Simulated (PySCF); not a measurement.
# CH11FGeSi3: electronic excitations

Aim: predict the electronic excitations of CH11FGeSi3 (`F[SiH2][Ge@H]([SiH3])[CH2][SiH3]`).

Computed with PySCF 2.14.0, with density-fitted response routines of our own, on a single molecule in the gas phase. Atoms count from 0, in the outputs and in this text.

**1. The starting structure**

17 atoms, charge 0, multiplicity 1; geometry from: GFN2-xTB.

Bonds of the start (Å): F0–Si1 1.62, Si1–Ge2 2.35, Ge2–Si3 2.36, Ge2–C4 2.00, C4–Si5 1.89, Si1–H6 1.46, Si1–H7 1.46, Ge2–H8 1.53, Si3–H9 1.47, Si3–H10 1.46, Si3–H11 1.46, C4–H12 1.09, C4–H13 1.09, Si5–H14 1.46, Si5–H15 1.47, Si5–H16 1.47.

**2. TDDFT and polarisability: wB97X-D/def2-SVPD**

Job settings and geometry (Å):

```
{"job": {"kind": "uv", "xc": "wB97X-D", "basis": "def2-SVPD", "nstates": 8, "ntriplets": 3}, "charge": 0, "multiplicity": 1}
F     -2.978709     2.054395    -0.327976
Si    -1.635934     1.959306    -1.225181
Ge    -0.508116     0.022813    -0.522652
Si    -1.511067    -1.457593     1.012012
C      1.317089     0.569370     0.070292
Si     2.488191    -0.876835     0.423323
H     -0.960807     3.221505    -0.933478
H     -2.145923     1.971145    -2.591850
H     -0.218647    -0.763214    -1.807891
H     -1.248406    -1.023755     2.386961
H     -0.993588    -2.818869     0.856047
H     -2.962255    -1.498924     0.821951
H      1.221310     1.180138     0.969858
H      1.757307     1.213781    -0.692273
H      2.633970    -1.700751    -0.779033
H      3.801742    -0.352827     0.815376
H      1.936844    -1.687656     1.514603
```

With the program's defaults for keys left out, this is: TDDFT wB97X-D/def2-SVPD, vertical, gas phase, core orbitals frozen in the response.

Run with:

```sh
> OMP_NUM_THREADS=1 python probes_run.py task.json out
```

One launch serves the whole session: the jobs run in the order shown.

Predict these results of the whole session: lowest singlet (wB97X-D/def2-SVPD); brightest single state of those computed; lowest triplet; surface potential, 1st and 99th percentile.

The runs gave:

| quantity | value |
| --- | --- |
| lowest singlet (wB97X-D/def2-SVPD) | 5.97 eV (208 nm), f = 0.080 |
| brightest single state of those computed | state 6, 7.54 eV, f = 0.125 |
| lowest triplet | 5.28 eV |
| surface potential, 1st and 99th percentile | -1.09 V and 1.35 V |

The first singlet state (HOMO→LUMO 0.90) lies at 5.97 eV and is bright; of the 8 states computed, the strongest absorption comes from state 6 at 7.54 eV (the last state computed is bright too, and its partners may lie past the list). The lowest triplet lies 0.70 eV below the lowest singlet (triplets in Tamm-Dancoff, singlets in full TDDFT).
